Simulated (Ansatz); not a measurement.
LuH2:

```
Lu H
1.0
     0.00000    2.51650    2.51650
     2.51650    0.00000    2.51650
     2.51650    2.51650    0.00000
Lu H
1 2
Direct
  0.00000 0.00000 0.00000
  0.75000 0.75000 0.75000
  0.25000 0.25000 0.25000
```

* Program: Ansatz 0.2.0
* Task: relaxation of cell and atoms
* Functional: PBE
* Dispersion: D3(BJ)
* Potentials or basis: Ansatz PAW
* Cutoff: 420 eV (not typed: the program's choice for these potentials)
* k mesh: 9 × 9 × 9
* Occupations: fermi-dirac, width 0.05 eV
* Spin: no spin polarisation

At the start: volume 10.62 Å³/atom.

**Question.** Where does the relaxation end?

**Answer.** It ends after 4 steps and the volume is 10.20 Å³/atom (-4.0 %); space group Fm-3m (No. 225, to 0.05 Å).

Step by step:
| step | energy change (eV) | largest force (eV/Å) | volume (Å³) |
| --- | --- | --- | --- |
| 1 | 0.0000 | 0.0000 | 31.87 |
| 2 | -0.0161 | 0.0000 | 30.73 |
| 3 | -0.0164 | 0.0000 | 30.60 |
| 4 | -0.0151 | 0.0000 | 30.60 |

Final structure:
```
CELL_PARAMETERS angstrom
0.00000 2.48255 2.48255
2.48255 0.00000 2.48255
2.48255 2.48255 0.00000
ATOMIC_POSITIONS crystal
Lu 0.00000 0.00000 0.00000
H 0.75000 0.75000 0.75000
H 0.25000 0.25000 0.25000
```

Caveat: the plane-wave basis is chosen anew once the cell has moved, so the energies of steps on either side of that aren't comparable.
